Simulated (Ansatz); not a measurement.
**InPt3 (Yixunite): from the listed structure to its properties**

One table from this session's results is given with a row withheld; the runs are named, their logs left out.

Program: Ansatz 0.2.0. Level of theory: DFT r2SCAN, scalar-relativistic, plane waves, PAW. These are calculated values, not measurements.

## The starting structure

It takes space group Pm-3m (No. 221, cubic). The conventional cell has a = 3.988 Å, b = 3.988 Å, c = 3.988 Å, α = 90.00°, β = 90.00°, γ = 90.00°. Around In (site symmetry m-3m) lie 12 Pt at 2.82 Å. Around Pt (site symmetry 4/mmm) lie 4 In at 2.82 Å and 8 Pt at 2.82 Å.

Coordinates:

```cif
data_structure
_symmetry_space_group_name_H-M 'P 1'
_symmetry_Int_Tables_number 1
_cell_length_a 3.9880
_cell_length_b 3.9880
_cell_length_c 3.9880
_cell_angle_alpha 90.000
_cell_angle_beta 90.000
_cell_angle_gamma 90.000
_cell_volume 63.43
loop_
_atom_site_label
_atom_site_type_symbol
_atom_site_fract_x
_atom_site_fract_y
_atom_site_fract_z
_atom_site_occupancy
In1 In 0.00000 0.00000 0.00000 1
Pt1 Pt 0.50000 0.50000 0.00000 1
Pt2 Pt 0.00000 0.50000 0.50000 1
Pt3 Pt 0.50000 0.00000 0.50000 1
```

Source of the structure: the Crystallography Open Database.

The first run:

(A quick probe on a coarse mesh, which set the mesh and smearing, is not shown.)

input.yaml reads:

```yaml
crystal:
  lattice:
    - [3.988, 0.0, 0.0]
    - [0.0, 3.988, 0.0]
    - [0.0, 0.0, 3.988]
  atoms:
    - { symbol: In, position: [0.0, 0.0, 0.0] }
    - { symbol: Pt, position: [0.5, 0.5, 0.0] }
    - { symbol: Pt, position: [0.0, 0.5, 0.5] }
    - { symbol: Pt, position: [0.5, 0.0, 0.5] }
basis:
  ecutwfc: 500
kpoints:
  mp_grid: { grid: [10, 10, 10] }
hamiltonian:
  xc: r2scan
scf:
  occupations: { method: gaussian, width: 0.1 }
output:
  forces: true
  stress: true
  eigenvalues: true
  write_density: true
  write_potential: true
  elf: true
  volumetric_format: npy
relax:
  adjacent_minimum: "off"
  f_tol: 0.005
  max_steps: 80
  cell: { stress_tol: 0.05 }
```

The run is started by

```bash
ansatz run input.yaml --threads 2 --pin off --max-ram 5120MiB --backend cpu --events-out ev --progress --plain --runs-dir out
```

Among the steps run: Relaxing cell and atoms; Electronic structure at the relaxed geometry; Volume × 0.97; The cell scaled to 1.03 of its volume; The cell scaled to 0.94 of its volume; Volume × 1.06.

One table of the session follows, with a row left open; its other results are not shown here.

It belongs to the step «Energy against volume». 

```
volume (Å³/atom)  energy above the lowest point (meV/atom)  pressure (GPa)
          15.201                                      45.1           15.98
          15.686                                      10.5            7.22
          16.172                                       0.0           -0.01
          16.657                                         ?               ?
          17.142                                      35.2          -10.87
```

**Question.** Estimate the row for volume (Å³/atom) = 16.657.

Worked estimate for «energy above the lowest point (meV/atom)». A straight line through the neighbours (16.172, 0.0) and (17.142, 35.2) gives 0.0 + (35.2 − 0.0) × (16.657 − 16.172) / (17.142 − 16.172) = 17.6; a parabola fitted to 3 rows on both sides gives 8.2.

As computed: energy above the lowest point (meV/atom): 9.4; pressure (GPa): -5.96. In «energy above the lowest point (meV/atom)» the line misses by +8.2 and the parabola by -1.2.
